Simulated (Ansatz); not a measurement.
Relaxation of a periodic cell of 17 atoms, Si$_{16}$O (host Si, host structure diamond, interstitial O), to a largest force component of 0.03 eV/Å in at most 60 steps.

Computed with DFT r2SCAN, scalar-relativistic, plane waves, PAW in Ansatz. Settings: cutoff 500 eV, k mesh 2x2x2, gaussian smearing 0.05 eV, spin collinear.

```xyz
17
Lattice="0.0000 5.4300 5.4300 5.4300 0.0000 5.4300 5.4300 5.4300 0.0000" Properties=species:S:1:pos:R:3:forces:R:3
Si 0.000 0.000 0.000 0.02 0.00 0.00
Si 1.357 1.357 1.357 0.09 0.10 0.10
Si 2.715 2.715 0.000 0.03 0.01 0.25
Si 4.072 4.072 1.357 -0.11 -0.10 0.10
Si 2.715 0.000 2.715 0.03 0.25 0.01
Si 4.072 1.357 4.072 -0.11 0.10 -0.10
Si 5.430 2.715 2.715 -0.28 -0.01 0.00
Si 6.787 4.072 4.072 0.50 -0.45 -0.45
Si 0.000 2.715 2.715 0.16 0.00 0.00
Si 1.357 4.072 4.072 0.09 -0.10 -0.10
Si 2.715 5.430 2.715 0.03 -0.23 -0.01
Si 4.072 6.787 4.072 -0.29 0.28 -0.27
Si 2.715 2.715 5.430 0.03 -0.02 -0.24
Si 4.072 4.072 6.787 -0.30 -0.28 0.28
Si 5.430 5.430 5.430 -0.12 0.01 0.01
Si 6.787 6.787 6.787 0.46 0.41 0.41
O 8.060 8.158 8.153 -0.23 0.03 0.02
```

Problem. Where does it end, and by what steps?

Solution. The forces met the threshold. Limits of this set-up: coarse k mesh, a small cell, in which the defect meets its images, a typed lattice constant that wasn't relaxed here. After 15 steps the energy has fallen by 4.042 eV; O17 moved furthest, 1.41 Å. Joined: Si7–O17 (2.63 → 1.64 Å), Si16–O17 (2.32 → 1.64 Å).

```csv
step,energy less start (eV),largest force component (eV/Å),accepted
0,0.0000,0.500,yes
1,-0.0977,0.428,yes
2,-0.6422,1.677,yes
3,-1.1787,0.606,yes
4,-1.1720,1.156,no
5,-1.2995,0.419,yes
6,-1.3632,0.547,yes
7,-1.5470,1.318,yes
8,-1.9407,1.684,yes
9,-2.3120,0.778,yes
10,-2.7511,2.551,yes
11,-3.5588,1.806,yes
12,-4.0023,0.299,yes
13,-4.0376,0.087,yes
14,-4.0417,0.038,yes
15,-4.0422,0.012,yes
```

```xyz
17
Lattice="0.0000 5.4300 5.4300 5.4300 0.0000 5.4300 5.4300 5.4300 0.0000" Properties=species:S:1:pos:R:3
Si 0.133 -0.098 0.044
Si 1.407 1.323 1.413
Si 2.690 2.753 0.063
Si 4.104 4.062 1.399
Si 2.749 -0.049 2.769
Si 4.337 1.219 3.954
Si 5.445 2.979 2.940
Si 6.758 4.290 4.335
Si 0.038 2.691 2.742
Si 1.470 3.974 4.090
Si 2.780 5.387 2.754
Si 4.048 6.847 4.110
Si 3.007 2.614 5.249
Si 4.097 4.033 6.815
Si 5.365 5.621 5.630
Si 7.128 6.726 6.641
O 6.804 8.085 7.506
```

Whether the end is a true minimum wasn't checked by a vibrational analysis.

The run took 8.3 min on 4 threads of Intel(R) Xeon(R) Platinum 8259CL CPU @ 2.50GHz (Skylake/Cascade Lake), on a shared host, peak memory 1.9 GiB.
